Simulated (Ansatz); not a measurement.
# ClH3S3Si: up Jacob's ladder to CCSD(T)

An exercise on one series of results from a longer session: the logs are not shown, and one member is left open.

Program: Ansatz 0.2.0, Gaussian basis. Level of theory: functionals in def2-TZVPP, the program's frozen cores in correlated methods. These are calculated values, not measurements.

Plan: LDA (SPW92), PBE-D4, revPBE-D4, BLYP-D4, r2SCAN-D4, B97M-V, PBE0-D4, B3LYP-D4, r2SCANh-D4, r2SCAN0-D4, HSE06-D4, BHLYP-D4, CAM-B3LYP-D4, LC-ωPBE, ωB97X-V, ωB97M-V, B2PLYP, PBE-QIDH; CCSD(T)/def2-SVP; CCSD(T)/def2-TZVPP; MP2/def2-QZVPP; extrapolation to the limit; RPA on PBE.

**The relaxed structure**

All runs share one geometry, relaxed beforehand with PBE0-D4 in a triple-zeta def2 set.

SMILES `S[Si](S)(S)Cl`, 8 atoms, charge 0, spin multiplicity 1.

Atoms are counted from 1 here; the program's logs count them from 0.

Bond lengths: S1–Si2 2.119 Å, S1–H6 1.344 Å, Si2–S3 2.119 Å, Si2–S4 2.122 Å, Si2–Cl5 2.052 Å, S3–H7 1.344 Å, S4–H8 1.345 Å. Angles: Si2–S1–H6 92.8°, S1–Si2–S3 102.5°, S1–Si2–S4 114.3°, S1–Si2–Cl5 112.1°, S3–Si2–S4 114.2°, S3–Si2–Cl5 112.1°, S4–Si2–Cl5 102.0°, Si2–S3–H7 92.8°, Si2–S4–H8 93.2°.

Coordinates:

```
S    -1.0832    1.4014    1.1766
Si    0.1431    0.2746   -0.1342
S     1.8278   -0.1603    1.0760
S    -0.8030   -1.4369   -0.9579
Cl    0.6520    1.3332   -1.8163
H    -2.0784    1.4898    0.2770
H     2.3932   -0.9284    0.1285
H    -1.0515   -1.9735    0.2503
```

The first run:

File in.yaml:

```yaml
crystal:
  periodic: [false, false, false]
  atoms:
    - {symbol: S, position_ang: [-1.083169, 1.401412, 1.176598]}
    - {symbol: Si, position_ang: [0.143098, 0.274608, -0.134231]}
    - {symbol: S, position_ang: [1.827759, -0.160269, 1.076012]}
    - {symbol: S, position_ang: [-0.802950, -1.436890, -0.957879]}
    - {symbol: Cl, position_ang: [0.651978, 1.333227, -1.816257]}
    - {symbol: H, position_ang: [-2.078378, 1.489764, 0.276963]}
    - {symbol: H, position_ang: [2.393194, -0.928375, 0.128456]}
    - {symbol: H, position_ang: [-1.051543, -1.973476, 0.250328]}
basis:
  gaussian: {orbitals: def2-TZVPP}
hamiltonian: {xc: lda}
output: {orbitals: {seedname: orbitals}}
```

Launch:

```console
$ ansatz run in.yaml --threads 4 --pin off --events-out ev --progress --plain --max-ram 10444MiB
```

Among the steps run: LDA; PBE-D4 (GGA); revPBE-D4 (GGA); BLYP-D4 (GGA); r2SCAN-D4 (meta-GGA); B97M-V (meta-GGA); PBE0-D4 (hybrid); B3LYP-D4 (hybrid); r2SCANh-D4 (hybrid); r2SCAN0-D4 (hybrid); HSE06-D4 (hybrid); BHLYP-D4 (hybrid); CAM-B3LYP-D4 (range-separated); LC-ωPBE (range-separated); ωB97X-V (range-separated); ωB97M-V (range-separated); B2PLYP (double hybrid); PBE-QIDH (double hybrid).

One of the session's tables, all rows but one given; the rest of the session is left out.

It belongs to the step «Frontier levels by functional». 

```
  functional  HOMO (eV)  gap (eV)
 LDA (SPW92)      -6.45      4.55
      PBE-D4      -6.33      4.63
   revPBE-D4      -6.28      4.67
     BLYP-D4      -6.15      4.56
   r2SCAN-D4      -6.63      5.17
      B97M-V      -6.71      5.23
     PBE0-D4      -7.56      6.77
    B3LYP-D4      -7.29      6.27
  r2SCANh-D4      -7.07      5.95
  r2SCAN0-D4      -7.75      7.11
    HSE06-D4      -7.16      5.99
    BHLYP-D4      -8.62      8.83
CAM-B3LYP-D4      -8.85      9.16
     LC-ωPBE     -10.27     11.77
     ωB97X-V      -9.89     11.26
     ωB97M-V          ?         ?
```

Q: Estimate the row for ωB97M-V from the others.

The run gave: HOMO (eV): -9.69; gap (eV): 10.89. In the column «HOMO (eV)» it lies between ωB97X-V (-9.89) and CAM-B3LYP-D4 (-8.85).
